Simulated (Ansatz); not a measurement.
# Ag: a tetragonal deformation path and further scans

An exercise on one series of results from a longer session: the logs are not shown, and one member is left open.

Computed with Ansatz 0.2.0 (DFT r2SCAN, scalar-relativistic, plane waves, PAW, unless a step's input says otherwise).

2 further runs of the same task are left out: 1 that didn't finish, 1 set aside as unsound or not needed.

## The system as given

It takes space group Fm-3m (No. 225, cubic). Conventional cell: a = 4.104 Å, b = 4.104 Å, c = 4.104 Å, α = 90.00°, β = 90.00°, γ = 90.00°. Around Ag (site symmetry m-3m) lie 12 Ag at 2.90 Å.

As a file:

```
CELL_PARAMETERS angstrom
0.00000 2.05208 2.05208
2.05208 0.00000 2.05208
2.05208 2.05208 0.00000
ATOMIC_POSITIONS crystal
Ag 0.00000 0.00000 0.00000
```

This cell was relaxed beforehand with the same method: volume 17.28 Å³/atom, gap on the mesh none (metal).

The first run:

input.yaml

```yaml
crystal:
  lattice:
    - [0.0, 2.0520775112, 2.0520775112]
    - [2.0520775112, 0.0, 2.0520775112]
    - [2.0520775112, 2.0520775112, 0.0]
  atoms:
    - { symbol: Ag, position: [0.0, 0.0, 0.0] }
basis:
  ecutwfc: 500
kpoints:
  mp_grid: { grid: [28, 28, 28] }
hamiltonian:
  xc: r2scan
scf:
  occupations: { method: gaussian, width: 0.15 }
output:
  forces: true
  stress: true
  eigenvalues: true
```

The run is started by

```bash
ansatz run input.yaml --threads 1 --pin off --max-ram 2560MiB --backend cpu --events-out ev --progress --plain --runs-dir out
```

Among the steps run: Zero of the scan; At ρ = 0.707; ρ = 1.414; Point ρ = 0.850; ρ = 1.200; ρ = 0.780; ρ = 1.300.

One table of the session follows, with a row left open; its other results are not shown here.

Collected from the runs (energy zero: the undisturbed cell):

| ρ | ΔE (meV/atom) | pressure (GPa) |
| --- | --- | --- |
| 0.707 | 33.3 | 0.9 |
| 0.780 | 28.3 | 0.7 |
| 0.850 | ? | ? |
| 1.000 | 0.0 | 0.0 |
| 1.200 | 58.1 | 1.8 |
| 1.300 | 138.5 | 4.4 |
| 1.414 | 280.0 | 9.2 |

Q: Estimate the row for ρ = 0.850 from the others.

Worked estimate for «ΔE (meV/atom)». A straight line through the neighbours (0.780, 28.3) and (1.000, 0.0) gives 28.3 + (0.0 − 28.3) × (0.850 − 0.780) / (1.000 − 0.780) = 19.3; a parabola fitted to 4 rows on both sides gives 6.3.

As computed: ΔE (meV/atom): 17.3; pressure (GPa): 0.5. In «ΔE (meV/atom)» the line misses by +2.0 and the parabola by -11.0.
